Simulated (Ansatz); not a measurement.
**H₉NO₂Si₃: one species, many methods**

One table from this session's results is given with a row withheld; the runs are named, their logs left out.

The runs use Ansatz 0.2.0, Gaussian basis; functionals in def2-TZVPP, the program's frozen cores in correlated methods.

Plan: PBE-D4, r2SCAN-D4, PBE0-D4, B3LYP-D4, ωB97X-V, ωB97M-V, B2PLYP; CCSD(T)/def2-TZVPP; MP2/def2-QZVPP; extrapolation to the limit.

**The relaxed structure**

The geometry comes from an earlier relaxation with PBE0-D4 in a triple-zeta def2 set; it is a stationary point, not always the lowest conformer.

SMILES `N[Si](O)([SiH3])O[SiH3]`, 15 atoms, charge 0, spin multiplicity 1.

Atoms are counted from 1 here; the program's logs count them from 0.

Bond lengths: N1–Si2 1.716 Å, N1–H7 1.008 Å, N1–H8 1.008 Å, Si2–O3 1.640 Å, Si2–Si4 2.336 Å, Si2–O5 1.636 Å, O3–H9 0.960 Å, Si4–H10 1.490 Å, Si4–H11 1.489 Å, Si4–H12 1.488 Å, O5–Si6 1.637 Å, Si6–H13 1.483 Å, Si6–H14 1.487 Å, Si6–H15 1.487 Å. Angles: Si2–N1–H7 119.9°, Si2–N1–H8 119.8°, H7–N1–H8 110.8°, N1–Si2–O3 107.7°, N1–Si2–Si4 117.7°, N1–Si2–O5 105.6°, O3–Si2–Si4 105.3°, O3–Si2–O5 113.6°, Si4–Si2–O5 107.1°, Si2–O3–H9 116.8°, Si2–Si4–H10 109.4°, Si2–Si4–H11 110.3°, Si2–Si4–H12 112.2°, H10–Si4–H11 107.9°, H10–Si4–H12 108.4°, H11–Si4–H12 108.6°, Si2–O5–Si6 142.2°, O5–Si6–H13 108.3° and more.

The first run:

in.yaml

```yaml
crystal:
  periodic: [false, false, false]
  atoms:
    - {symbol: N, position_ang: [-1.807063, 0.154796, -0.054561]}
    - {symbol: Si, position_ang: [-0.209019, -0.361527, -0.407107]}
    - {symbol: O, position_ang: [-0.225750, -1.997785, -0.515554]}
    - {symbol: Si, position_ang: [0.758349, 0.380002, -2.399528]}
    - {symbol: O, position_ang: [0.717554, 0.205459, 0.816548]}
    - {symbol: Si, position_ang: [0.768032, 0.333780, 2.447718]}
    - {symbol: H, position_ang: [-2.573305, -0.150372, -0.633983]}
    - {symbol: H, position_ang: [-1.967357, 1.089220, 0.288098]}
    - {symbol: H, position_ang: [-0.719449, -2.471382, 0.158261]}
    - {symbol: H, position_ang: [0.840062, 1.867519, -2.385345]}
    - {symbol: H, position_ang: [-0.081433, -0.020246, -3.562640]}
    - {symbol: H, position_ang: [2.129360, -0.163514, -2.594848]}
    - {symbol: H, position_ang: [2.154778, 0.675036, 2.846315]}
    - {symbol: H, position_ang: [-0.153600, 1.406466, 2.907740]}
    - {symbol: H, position_ang: [0.368832, -0.947443, 3.088876]}
basis:
  gaussian: {orbitals: def2-TZVPP}
hamiltonian: {xc: pbe, dispersion: d4}
output: {forces: true, orbitals: {seedname: orbitals}}
```

On the command line:

```console
$ ansatz run in.yaml --threads 2 --pin off --events-out ev --progress --plain --max-ram 32768MiB --backend cuda --devices 0, --max-vram 18GiB
```

Steps of the session up to this table: PBE-D4 (GGA); r2SCAN-D4 (meta-GGA); PBE0-D4 (hybrid); B3LYP-D4 (hybrid); ωB97X-V (range-separated); ωB97M-V (range-separated); B2PLYP (double hybrid); CCSD(T) in def2-TZVPP; MP2 in def2-QZVPP.

One of the session's tables, all rows but one given; the rest of the session is left out.

```
            method  atomisation energy (kcal/mol)
            PBE-D4                         1248.9
         r2SCAN-D4                         1247.5
           PBE0-D4                         1232.6
          B3LYP-D4                         1249.4
           ωB97X-V                         1258.9
           ωB97M-V                         1253.7
            B2PLYP                         1234.3
     HF/def2-TZVPP                              ?
    MP2/def2-TZVPP                         1229.8
   CCSD/def2-TZVPP                         1202.1
CCSD(T)/def2-TZVPP                         1217.3
           MP2/CBS                         1268.7
       CCSD(T)/CBS                         1256.2
```

Q: Estimate the row for HF/def2-TZVPP from the others.

**Answer.** atomisation energy (kcal/mol): 908.8. In the column «atomisation energy (kcal/mol)» it is the lowest.
